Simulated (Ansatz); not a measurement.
# C3H9AlS: small, medium and large basis sets

An exercise on one series of results from a longer session: the logs are not shown, and one member is left open.

Program: Ansatz 0.2.0, Gaussian basis. Level of theory: one geometry, several basis sets. These are calculated values, not measurements.

Levels to be run: PBE0-D4/def2-SVP; ωB97M-V/def2-SVP; PBE0-D4/def2-QZVPP; ωB97M-V/def2-QZVPP; the functionals' def2-TZVPP values are taken from earlier runs.

## Structure used throughout

The geometry comes from an earlier relaxation with PBE0-D4 in a triple-zeta def2 set; it is a stationary point, not always the lowest conformer.

14 atoms, charge 0, spin multiplicity 1.

Atoms are counted from 1 here; the program's logs count them from 0.

Bond lengths: C1–C2 1.526 Å, C1–H6 1.094 Å, C1–H7 1.094 Å, C1–H8 1.094 Å, C2–Al3 1.960 Å, C2–H9 1.098 Å, C2–H10 1.098 Å, Al3–C4 1.949 Å, Al3–S5 2.195 Å, C4–H11 1.092 Å, C4–H12 1.095 Å, C4–H13 1.095 Å, S5–H14 1.344 Å. Angles: C2–C1–H6 112.2°, C2–C1–H7 111.7°, C2–C1–H8 111.7°, H6–C1–H7 107.0°, H6–C1–H8 107.0°, H7–C1–H8 107.0°, C1–C2–Al3 117.4°, C1–C2–H9 110.2°, C1–C2–H10 110.2°, Al3–C2–H9 107.0°, Al3–C2–H10 107.0°, H9–C2–H10 104.3°, C2–Al3–C4 123.8°, C2–Al3–S5 119.3°, C4–Al3–S5 116.9°, Al3–C4–H11 112.5°, Al3–C4–H12 110.9°, Al3–C4–H13 111.0° and more.

Set-up of the first run:

in.yaml reads:

```yaml
crystal:
  periodic: [false, false, false]
  atoms:
    - {symbol: C, position_ang: [-0.679487, 2.065182, -0.009776]}
    - {symbol: C, position_ang: [0.017957, 0.901209, 0.689455]}
    - {symbol: Al, position_ang: [0.133256, -0.797165, -0.281717]}
    - {symbol: C, position_ang: [0.970794, -2.403034, 0.437111]}
    - {symbol: S, position_ang: [-0.721806, -0.942127, -2.298643]}
    - {symbol: H, position_ang: [-0.695256, 2.968398, 0.607532]}
    - {symbol: H, position_ang: [-0.183509, 2.327648, -0.948550]}
    - {symbol: H, position_ang: [-1.718444, 1.825603, -0.253365]}
    - {symbol: H, position_ang: [-0.470713, 0.688420, 1.649962]}
    - {symbol: H, position_ang: [1.043499, 1.183649, 0.963665]}
    - {symbol: H, position_ang: [0.952778, -3.235444, -0.270180]}
    - {symbol: H, position_ang: [0.465864, -2.730931, 1.351863]}
    - {symbol: H, position_ang: [2.015140, -2.214735, 0.706984]}
    - {symbol: H, position_ang: [-1.142974, 0.334129, -2.315640]}
basis:
  gaussian: {orbitals: def2-SVP}
hamiltonian: {xc: pbe0, dispersion: d4}
output: {orbitals: {seedname: orbitals}}
```

Run with:

```
ansatz run in.yaml --threads 4 --pin off --events-out ev --progress --plain --max-ram 10444MiB
```

Steps of the session up to this table: PBE0-D4 in def2-SVP; ωB97M-V in def2-SVP; PBE0-D4 in def2-QZVPP; ωB97M-V in def2-QZVPP.

One of the session's tables, all rows but one given; the rest of the session is left out.

It belongs to the step «Density functionals: the series». 

```
functional       basis  HOMO (eV)
   PBE0-D4    def2-SVP          ?
   PBE0-D4  def2-TZVPP      -7.46
   PBE0-D4  def2-QZVPP      -7.48
   ωB97M-V    def2-SVP      -9.50
   ωB97M-V  def2-TZVPP      -9.66
   ωB97M-V  def2-QZVPP      -9.69
```

**Question.** Estimate the row for PBE0-D4, def2-SVP.

As computed: HOMO (eV): -7.34. In the column «HOMO (eV)» it is the highest.
